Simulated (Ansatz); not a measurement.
# InH2OF (SMILES [OH][InH][F]): PBE/def2-SVP (core potential)

What is the electronic atomisation energy of InH2OF at PBE/def2-SVP (core potential)? 

The calculation is run with Ansatz 0.2.0.

37 further runs of the same task are left out: 1 that didn't finish, 36 set aside as unsound or not needed.

### Step 1. Starting point

The species is InH2OF (5 atoms), meant as a singlet with charge 0. As SMILES, `[OH][InH][F]`. Geometry: relaxed at PBE0-D4/def2-TZVP. This is a higher conformer, about 10 kJ/mol above the lowest found by a separate search.

Bond lengths: O1–In2 1.966 Å, In2–F3 1.944 Å, O1–H4 0.960 Å, In2–H5 1.691 Å. Angles: O1–In2–F3 106.4°, O1–In2–H5 133.9°, F3–In2–H5 119.7°, In2–O1–H4 113.6°.

### Step 2. A single-point energy at PBE/def2-SVP (core potential)

The input, run.yaml:

```yaml
basis:
  gaussian:
    orbitals: def2-SVP
crystal:
  periodic: [false, false, false]
  atoms:
    - {symbol: O, position_ang: [-1.279500, -0.345900, -0.577400]}
    - {symbol: In, position_ang: [0.480100, 0.042500, 0.210000]}
    - {symbol: F, position_ang: [1.185900, -1.654700, 0.841500]}
    - {symbol: H, position_ang: [-1.725200, 0.429800, -0.925700]}
    - {symbol: H, position_ang: [1.388500, 1.454700, 0.410200]}
hamiltonian:
  xc: {name: PBE}
accuracy: high
output: {orbitals: {seedname: orbitals}}
```

Run with:

```console
$ ansatz run run.yaml --threads 1 --pin off --max-ram 3480MiB --events-out events.jsonl --progress --plain --runs-dir runs
```

What it wrote:

```text
Warning: RAYON_NUM_THREADS=1 ignored (pool sized by the plan → 1); use --threads N
Functional definition: PBE
  name "PBE"
  parameter kappa = 0.804
  parameter beta = 0.06672455060314922
  exchange = pbe_x(kappa = kappa, mu = beta*pi^2/3)
  correlation = pbe_c(beta = beta)
1445 factors; integrals over basis functions are off by at most 3.0e-9 eV
mean field evaluation 1: about -9952.5777 eV, gradient 7.2e1 eV
mean field evaluation 2: about -9830.5144 eV, gradient 2.1e2 eV
mean field evaluation 4: about -9959.7220 eV, gradient 3.6e1 eV
mean field evaluation 8: about -9962.2184 eV, gradient 2.1e-1 eV
mean field evaluation 16: about -9962.2130 eV, gradient 3.7e-6 eV
mean field -9962.21304653 eV, -366.1045768295 hartree, gradient 1.8e-8 eV, S^2 0.000000; 0 other end points of the search recorded, 0 dependent functions left out
reference -9962.21305078 eV, -366.1045769856 hartree; 20, 20 occupied and 44, 44 virtual orbitals, 1445 factors
Total energy: -9962.21305078 eV, -366.1045769856 hartree
```

It took 6.9 s on 1 thread of Intel Xeon Platinum 8259CL at 2.50GHz (Skylake/Cascade Lake), shared host; peak memory 0.18 GiB.

### Step 3. The F atom

The input, run.yaml:

```yaml
crystal:
  periodic: [false, false, false]
  atoms:
    - {symbol: F, position_ang: [0.000000, 0.000000, 0.000000]}
basis:
  gaussian: {orbitals: def2-SVP}
magnetization: {spin_polarized: true, initial_magnetization: 1}
hamiltonian: {xc: pbe}
accuracy: high
```

Run the same way, it converges to -99.53976 Eh (log not shown).

### Step 4. The H atom at the same level

Edit run.yaml of step 3 so:

```diff
@@ -3,3 +3,3 @@
   atoms:
-    - {symbol: F, position_ang: [0.000000, 0.000000, 0.000000]}
+    - {symbol: H, position_ang: [0.000000, 0.000000, 0.000000]}
 basis:
```

Run with:

```console
$ ansatz run run.yaml --threads 1 --pin off --max-ram 3480MiB --events-out events.jsonl --progress --plain --runs-dir runs
```

What it wrote, shortened:

```text
Warning: RAYON_NUM_THREADS=1 ignored (pool sized by the plan → 1); use --threads N
[... 6 set-up lines as earlier in the session ...]
15 factors; integrals over basis functions are off by at most 8.9e-10 eV
mean field evaluation 1: about -13.5665 eV, gradient 4.0e-1 eV
mean field evaluation 2: about -13.5663 eV, gradient 4.0e-1 eV
mean field evaluation 4: about -13.5684 eV, gradient 5.7e-6 eV
mean field evaluation 8: about -13.5684 eV, gradient 2.0e-10 eV
mean field -13.56839668 eV, -0.4986293811 hartree, gradient 1.3e-10 eV, S^2 0.750000; 0 other end points of the search recorded, 0 dependent functions left out
reference -13.56839849 eV, -0.4986294476 hartree; 1, 0 occupied and 4, 5 virtual orbitals, 15 factors
Total energy: -13.56839849 eV, -0.4986294476 hartree
```

Run time: 0.14 s. Hardware: 1 thread of Intel Xeon Platinum 8259CL at 2.50GHz (Skylake/Cascade Lake), shared host.

### Step 5. The In atom, same level

The input, run.yaml:

```yaml
crystal:
  periodic: [false, false, false]
  atoms:
    - symbol: In
      position_ang: [0.000000, 0.000000, 0.000000]
basis:
  gaussian:
    orbitals: def2-SVP
hamiltonian:
  xc: {name: PBE}
magnetization:
  spin_polarized: true
  initial_magnetization: 1
accuracy: high
```

Run the same way, it converges to -190.11196 Eh (log not shown).

### Step 6. The O atom at the same level

The input, input.yaml:

```yaml
crystal:
  periodic: [false, false, false]
  atoms:
    - {symbol: O, position_ang: [0.000000, 0.000000, 0.000000]}
basis:
  gaussian: {orbitals: def2-SVP}
magnetization: {spin_polarized: true, initial_magnetization: 2}
hamiltonian: {xc: {name: PBE}}
accuracy: high
```

Run the same way, it converges to -74.91467 Eh (log not shown).

### Step 7. Results

Level: PBE/def2-SVP (core potential).

| quantity | value |
| --- | --- |
| molecule: total energy | -366.10458 Eh |
| molecule: HOMO energy | -6.90 eV |
| molecule: LUMO energy | -2.07 eV |
| molecule: HOMO–LUMO gap | 4.84 eV |
| F atom: total energy | -99.53976 Eh |
| F atom: ⟨S²⟩ | 0.751 |
| H atom: total energy | -0.49863 Eh |
| H atom: ⟨S²⟩ | 0.750 |
| In atom: total energy | -190.11196 Eh |
| In atom: ⟨S²⟩ | 0.752 |
| O atom: total energy | -74.91467 Eh |
| O atom: ⟨S²⟩ | 2.002 |
| electronic atomisation energy | 14.720 eV |

What this shows: Taking the molecule apart into free atoms costs 14.72 eV (1420 kJ/mol), before zero-point energy and without spin-orbit coupling.
